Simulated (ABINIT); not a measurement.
Write the native input for ABINIT 10.8.3 (patched build) that does the following.

| Property | Result |
| --- | --- |
| Task | band structure |
| Functional | PBE |
| Potentials or basis | JTH PAW PBE v2.0 |
| Cutoff | 626 eV |
| k mesh | 10 × 10 × 10 |
| Occupations | fermi-dirac, width 0.05 eV |
| Spin | no spin polarisation |
| Fine-grid cutoff | 1224.51 eV |

The system is HfB.

```
Hf B
1.0
     0.00000    2.31000    2.31000
     2.31000    0.00000    2.31000
     2.31000    2.31000    0.00000
Hf B
1 1
Direct
  0.50000 0.50000 0.50000
  0.00000 0.00000 0.00000
```

These files were run (other wordings do the same):

run.abi

```
# Datasets: ground state, then fixed potential
ndtset 2

# Pseudopotentials
pp_dirpath "./"
pseudos "Hf.GGA_PBE-JTH.xml, B.GGA_PBE-JTH.xml"

# Structure
acell 3*1.0
rprim
     0.0000000000     4.3652673479     4.3652673479
     4.3652673479     0.0000000000     4.3652673479
     4.3652673479     4.3652673479     0.0000000000
ntypat 2
znucl 72 5
natom 2
typat 1 2
xred
     0.5000000000     0.5000000000     0.5000000000
     0.0000000000     0.0000000000     0.0000000000

# Plane-wave basis
ecut 23.0
pawecutdg 45.0
pawxcdev 0

# Exchange and correlation
ixc 11

# Bands and occupations
occopt 3
tsmear 0.05 eV

# SCF cycle
nstep 100

# Output
iomode 3
prtwf 0
prteig 0
prtebands 0
enunit 1
prtden1 1

# Dataset 1
kptopt1 1
ngkpt1 10 10 10
nshiftk1 1
shiftk1 0.0 0.0 0.0
nband1 12
tolvrs1 1.0e-9

# Dataset 2: bands along G-X-W-K-G-L-U-W-L-K
iscf2 -2
getden2 1
nband2 18
nbdbuf2 4
tolwfr2 1.0e-11
kptopt2 -9
ndivsm2 5
prteig2 1
kptbounds2
     0.0000000000     0.0000000000     0.0000000000
     0.5000000000     0.0000000000     0.5000000000
     0.5000000000     0.2500000000     0.7500000000
     0.3750000000     0.3750000000     0.7500000000
     0.0000000000     0.0000000000     0.0000000000
     0.5000000000     0.5000000000     0.5000000000
     0.6250000000     0.2500000000     0.6250000000
     0.5000000000     0.2500000000     0.7500000000
     0.5000000000     0.5000000000     0.5000000000
     0.3750000000     0.3750000000     0.7500000000
```

Potentials or basis: JTH PAW PBE v2.0.

Command:

```bash
$ abinit run.abi > log 2>&1
```

It gave:

```json
{
  "Pressure": "30.6 GPa",
  "Band gap on the k mesh": "none (metal or under the smearing width)",
  "Valence electrons inside the program's atomic spheres": "Hf 9.77; B 1.84"
}
```

Caveat: a pressure of tens of GPa on the cell as given is suspect, and the run, the potentials or the cell itself is likely at fault; spin-orbit coupling is left out, which moves the levels of the heavy elements.

Wall time 43 s on 1 thread of Arm Neoverse V1, with other jobs on the host, peak memory 0.13 GiB.
